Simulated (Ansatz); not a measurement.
**C₄H₁₂InN: basis-set convergence**

An exercise on one series of results from a longer session: the logs are not shown, and one member is left open.

Program: Ansatz 0.2.0, Gaussian basis. Level of theory: one geometry, several basis sets. These are calculated values, not measurements.

Plan: PBE0-D4/def2-SVP; ωB97M-V/def2-SVP; PBE0-D4/def2-QZVPP; ωB97M-V/def2-QZVPP; the functionals' def2-TZVPP values are taken from earlier runs.

## The geometry

An earlier PBE0-D4 in a triple-zeta def2 set relaxation fixed the geometry. In takes the def2 core potential; no spin-orbit term is included.

SMILES `CC(C)(C)[NH][InH2]`, 18 atoms, charge 0, spin multiplicity 1.

Atoms are counted from 1 here; the program's logs count them from 0.

Bond lengths: C1–C2 1.530 Å, C1–H7 1.094 Å, C1–H8 1.092 Å, C1–H9 1.094 Å, C2–C3 1.530 Å, C2–C4 1.520 Å, C2–N5 1.453 Å, C3–H10 1.092 Å, C3–H11 1.094 Å, C3–H12 1.094 Å, C4–H13 1.093 Å, C4–H14 1.092 Å, C4–H15 1.093 Å, N5–In6 2.015 Å, N5–H16 1.011 Å, In6–H17 1.716 Å, In6–H18 1.708 Å. Angles: C2–C1–H7 111.5°, C2–C1–H8 110.2°, C2–C1–H9 110.5°, H7–C1–H8 108.6°, H7–C1–H9 107.9°, H8–C1–H9 108.0°, C1–C2–C3 109.2°, C1–C2–C4 109.3°, C1–C2–N5 109.6°, C3–C2–C4 109.3°, C3–C2–N5 109.6°, C4–C2–N5 109.8°, C2–C3–H10 110.3°, C2–C3–H11 111.5°, C2–C3–H12 110.5°, H10–C3–H11 108.6°, H10–C3–H12 108.0°, H11–C3–H12 107.9° and more.

Geometry (Å):

```mol
C4H12InN
  3D, bonds by distance, orders not assigned

 18 17  0  0  0  0  0  0  0  0999 V2000
   -0.1441   -1.7469    0.2968 C   0  0
    0.2322   -0.3089   -0.0680 C   0  0
    1.7501   -0.2141   -0.2393 C   0  0
   -0.4452    0.0713   -1.3747 C   0  0
   -0.1973    0.5917    0.9889 N   0  0
   -1.4590    2.1610    1.0504 In  0  0
    0.1858   -2.4537   -0.4698 H   0  0
   -1.2265   -1.8368    0.4118 H   0  0
    0.3217   -2.0364    1.2432 H   0  0
    2.0369    0.8037   -0.5129 H   0  0
    2.1088   -0.8983   -1.0134 H   0  0
    2.2577   -0.4688    0.6955 H   0  0
   -0.1889    1.0933   -1.6669 H   0  0
   -0.1300   -0.5977   -2.1781 H   0  0
   -1.5330    0.0044   -1.2873 H   0  0
    0.2448    0.3554    1.8667 H   0  0
   -1.5484    2.8264    2.6298 H   0  0
   -2.2656    2.6546   -0.3725 H   0  0
  1  2  8  0
  2  3  8  0
  2  4  8  0
  2  5  8  0
  5  6  8  0
  1  7  8  0
  1  8  8  0
  1  9  8  0
  3 10  8  0
  3 11  8  0
  3 12  8  0
  4 13  8  0
  4 14  8  0
  4 15  8  0
  5 16  8  0
  6 17  8  0
  6 18  8  0
M  END
```

Set-up of the first run:

in.yaml

```yaml
crystal:
  periodic: [false, false, false]
  atoms:
    - {symbol: C, position_ang: [-0.144058, -1.746885, 0.296844]}
    - {symbol: C, position_ang: [0.232183, -0.308930, -0.068033]}
    - {symbol: C, position_ang: [1.750084, -0.214122, -0.239295]}
    - {symbol: C, position_ang: [-0.445161, 0.071270, -1.374706]}
    - {symbol: N, position_ang: [-0.197287, 0.591659, 0.988876]}
    - {symbol: In, position_ang: [-1.458964, 2.161048, 1.050358]}
    - {symbol: H, position_ang: [0.185758, -2.453748, -0.469828]}
    - {symbol: H, position_ang: [-1.226512, -1.836790, 0.411801]}
    - {symbol: H, position_ang: [0.321719, -2.036372, 1.243188]}
    - {symbol: H, position_ang: [2.036946, 0.803668, -0.512892]}
    - {symbol: H, position_ang: [2.108793, -0.898343, -1.013448]}
    - {symbol: H, position_ang: [2.257651, -0.468811, 0.695507]}
    - {symbol: H, position_ang: [-0.188949, 1.093263, -1.666868]}
    - {symbol: H, position_ang: [-0.130050, -0.597699, -2.178098]}
    - {symbol: H, position_ang: [-1.532964, 0.004380, -1.287345]}
    - {symbol: H, position_ang: [0.244807, 0.355377, 1.866661]}
    - {symbol: H, position_ang: [-1.548402, 2.826433, 2.629835]}
    - {symbol: H, position_ang: [-2.265614, 2.654583, -0.372546]}
basis:
  gaussian: {orbitals: def2-SVP}
hamiltonian: {xc: pbe0, dispersion: d4}
output: {orbitals: {seedname: orbitals}}
```

Launch:

```bash
ansatz run in.yaml --threads 2 --pin off --events-out ev --progress --plain --max-ram 32768MiB --backend cpu
```

Among the steps run: PBE0-D4 in def2-SVP; ωB97M-V in def2-SVP; PBE0-D4 in def2-QZVPP; ωB97M-V in def2-QZVPP.

One of the session's tables, all rows but one given; the rest of the session is left out.

| functional | basis | HOMO (eV) |
| --- | --- | --- |
| PBE0-D4 | def2-SVP | -6.28 |
| PBE0-D4 | def2-TZVPP | -6.37 |
| PBE0-D4 | def2-QZVPP | -6.39 |
| ωB97M-V | def2-SVP | -8.55 |
| ωB97M-V | def2-TZVPP | ? |
| ωB97M-V | def2-QZVPP | -8.68 |

Estimate the missing values for ωB97M-V, def2-TZVPP.

**Answer.** HOMO (eV): -8.66. In the column «HOMO (eV)» it lies between ωB97M-V, def2-QZVPP (-8.68) and ωB97M-V, def2-SVP (-8.55).
